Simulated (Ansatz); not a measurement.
# As2H2 (triplet): the correlation ladder at a displaced geometry (v2), cc-pVDZ

The task here is to estimate one member of a computed series from the others.

Method: cc-pVDZ, core rule «outside noble gas», up to 28 orbitals frozen; program: Ansatz 0.2.0, Gaussian basis.

The runs, in order: UHF; CCSD(T) on ROHF; CCSD(T) on UHF; BCCD(T) on ROHF; CISD as a restricted active space (open shells left free, so some higher excitations enter); CCSDT(Q) on ROHF; CCSDT(Q) on UHF; CASSCF and MRCISD+Q, 12 electrons in 10 orbitals; CASSCF and NEVPT2, 12 electrons in 10 orbitals.

20 further runs of the same task are left out: 6 that didn't finish, 14 set aside as unsound or not needed. Runs told in other sessions of the task aren't counted.

## The geometry

The geometry is a PBE0/def2-TZVP stationary point (not a proven minimum) with its atoms shifted at random (size 0.100 Å). No spin-orbit coupling is included. The filled d shell of As may be among the frozen orbitals whatever the setting's name suggests.

4 atoms, charge 0, spin multiplicity 3.

Atoms are counted from 1 here; the program's logs count them from 0.

Bond lengths: As1–As2 2.405 Å, As1–H3 1.578 Å, As2–H4 1.490 Å. Angles: As2–As1–H3 89.6°, As1–As2–H4 94.4°.

The first run:

Input file in.yaml:

```yaml
crystal:
  periodic: [false, false, false]
  atoms:
    - {symbol: As, position_ang: [0.096241, -0.037904, 1.199040]}
    - {symbol: As, position_ang: [-0.068630, 0.039387, -1.199218]}
    - {symbol: H, position_ang: [-1.067673, 1.021950, 1.303166]}
    - {symbol: H, position_ang: [-0.984631, -1.132144, -1.289898]}
basis:
  gaussian: {orbitals: cc-pVDZ}
magnetization: {spin_polarized: true, initial_magnetization: 2}
hamiltonian: {xc: hf}
output: {orbitals: {seedname: orbitals}}
```

Command:

```
> ansatz run in.yaml --threads 1 --pin off --events-out ev --progress --plain --max-ram 2393MiB
```

Steps of the session up to this table: UHF; CCSD(T) on ROHF; CCSD(T) on UHF; BCCD(T) on ROHF; CISD as a restricted active space (open shells left free, so some higher excitations enter); CCSDT(Q) on ROHF; CCSDT(Q) on UHF; CASSCF and MRCISD+Q, 12 electrons in 10 orbitals; CASSCF and NEVPT2, 12 electrons in 10 orbitals.

One of the session's tables, all rows but one given; the rest of the session is left out.

| method | from UCCSDT(Q) (kJ/mol) |
| --- | --- |
| ROHF | +605.8 |
| UHF | +587.0 |
| RMP2 | +115.8 |
| UMP2 | +118.7 |
| CISD | +71.2 |
| RCCSD | +21.9 |
| UCCSD | +21.0 |
| RCCSD(T) | +4.5 |
| UCCSD(T) | +4.1 |
| BCCD(T) | +4.5 |
| RCCSDT | +1.5 |
| UCCSDT | +1.0 |
| RCCSDT(Q) | +0.5 |
| UCCSDT(Q) | 0 |
| CASSCF valence | +453.2 |
| NEVPT2 valence | ? |
| MRCISD valence | +38.1 |
| MRCISD+Q valence | +1.9 |

Q: Estimate the row for NEVPT2 valence from the others.

**Answer.** from UCCSDT(Q) (kJ/mol): +100.1. In the column «from UCCSDT(Q) (kJ/mol)» it lies between CISD (+71.2) and RMP2 (+115.8).

Caveats from the session: Restricted and unrestricted rows rest on different reference determinants; a gap between their highest levels can come from leftover correlation error, from unlike frozen cores or from another state.
